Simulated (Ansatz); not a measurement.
# ClFH4Sn: the cost of one run

Method: RKS B3LYP-D4/def2-SVP, in Ansatz 0.2.0.

## Step 1: The structure to begin with

Bond lengths: Sn1–Cl3 2.410 Å, Sn1–H4 1.739 Å, Sn1–H5 1.739 Å, Sn1–F6 2.170 Å. Angles: Cl3–Sn1–H4 109.5°, Cl3–Sn1–H5 109.5°, Cl3–Sn1–F6 67.1°, H4–Sn1–H5 109.5°, H4–Sn1–F6 72.9°, H5–Sn1–F6 176.5°.

As a file:

```xyz
7

Sn    0.0000    0.0000    0.0000
H     0.0000    0.0000    2.0900
Cl    2.2726    0.0000   -0.8025
H    -0.8195    1.4198   -0.5794
H    -0.8195   -1.4198   -0.5794
F     1.1381    1.7163    0.6842
H     0.5989    0.9032    1.8933
```

## Step 2: A restrained relaxation towards end A

Springs on the bonds that form and break draw the guess towards this end; the thresholds are loose.

The input, input.yaml:

```yaml
crystal:
  periodic: [false, false, false]
  atoms:
    - { symbol: Sn, position_ang: [0.0, 0.0, 0.0] }
    - { symbol: H, position_ang: [0.0, 0.0, 2.09] }
    - { symbol: Cl, position_ang: [2.2726, 0.0, -0.8025] }
    - { symbol: H, position_ang: [-0.8195, 1.4198, -0.5794] }
    - { symbol: H, position_ang: [-0.8195, -1.4198, -0.5794] }
    - { symbol: F, position_ang: [1.1381, 1.7163, 0.6842] }
    - { symbol: H, position_ang: [0.5989, 0.9032, 1.8933] }
basis:
  gaussian: { orbitals: def2-SVP }
hamiltonian:
  xc: b3lyp
  dispersion: d4
relax:
  f_tol: 0.15
  max_steps: 25
  restrain:
    - { distance: [0, 5], at: 3.07, k: 30.0 }
    - { distance: [6, 1], at: 1.86, k: 30.0 }
    - { distance: [0, 1], at: 1.74, k: 30.0 }
    - { distance: [6, 5], at: 0.92, k: 30.0 }
```

Started as:

```
$ ansatz run input.yaml --threads 1 --pin off --max-ram 2048MiB --backend cpu --events-out ev --progress --plain --runs-dir out
```

**Question.** How long does this run take on 1 thread of Arm Neoverse V2, shared host, and how much memory does it need?

About 31 s, with a peak of 0.16 GiB.
